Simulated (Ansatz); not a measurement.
# ZnSnN2: a single-point run

Aim: a sound single-point run of ZnSnN2. The structure is shown as the input types it. The cell is built on a prototype (ordering on rocksalt) and needn't be the phase found in nature.

Program: Ansatz 0.2.0. Level of theory: density functional or hybrid calculation with the settings of its input, plane waves. These are calculated values, not measurements.

5 further runs of the same task are left out: 1 for a known fault of the program, 4 that didn't finish.

### 1 The starting structure

It takes space group R-3m (No. 166, trigonal). The conventional cell has a = 3.167 Å, b = 3.167 Å, c = 15.449 Å, α = 90.00°, β = 90.00°, γ = 120.00°. Around Zn (site symmetry -3m) lie 6 N at 2.27 Å. Sn (site symmetry -3m) has 6 N at 2.21 Å as nearest neighbours. N (site symmetry 3m) has 3 Sn at 2.21 Å and 3 Zn at 2.27 Å as nearest neighbours.

Coordinates:

```xyz
4
Lattice="1.5837 0.9143 5.1498 -1.5837 0.9143 5.1498 0.0000 -1.8287 5.1498" Properties=species:S:1:pos:R:3 pbc="T T T"
Zn    1.5837    0.9143    5.1498
Sn    0.0000    0.0000    7.7247
N     0.0000    0.0000    3.8078
N     0.0000    0.0000   11.6416
```

### 2 Running it

input.yaml

```yaml
crystal:
  lattice:
    - [1.5836871722, 0.9143422152, 5.1498174729]
    - [-1.5836871722, 0.9143422152, 5.1498174729]
    - [0.0, -1.8286844304, 5.1498174729]
  atoms:
    - { symbol: Zn, position: [1.0, 0.0, 0.0] }
    - { symbol: Sn, position: [0.5, 0.5, 0.5] }
    - { symbol: "N", position: [0.2464698153, 0.2464698153, 0.2464698153] }
    - { symbol: "N", position: [0.7535301847, 0.7535301847, 0.7535301847] }
kpoints:
  mp_grid: { grid: [1, 1, 8] }
hamiltonian:
  xc: r2scan
scf:
  occupations: { method: fixed }
  n_extra_bands: 5
output:
  forces: true
  stress: true
  eigenvalues: true
```

The run is started by

```console
$ ansatz run input.yaml --threads 4 --pin off --max-ram 3686MiB --backend cpu --events-out ev --progress --plain --runs-dir out
```

**Question.** How will this run end, and is anything wrong with its input?

The run converged and reported no error, with warnings (symmetry narrowed by mesh). Its log warns: «crystal.symmetry: narrowed to the stabiliser of the k-point mesh — unitary ops 12 → 4; excluded 8 operations that carry a point of the 1×1×8 mesh (shift [0, 0 ...»

Fixed occupations are right only where a gap separates filled from empty bands at every k-point. This system has one (1.20 eV on the mesh), so they are sound here.

The occupations need no remedy; a run with other occupations serves as a check.
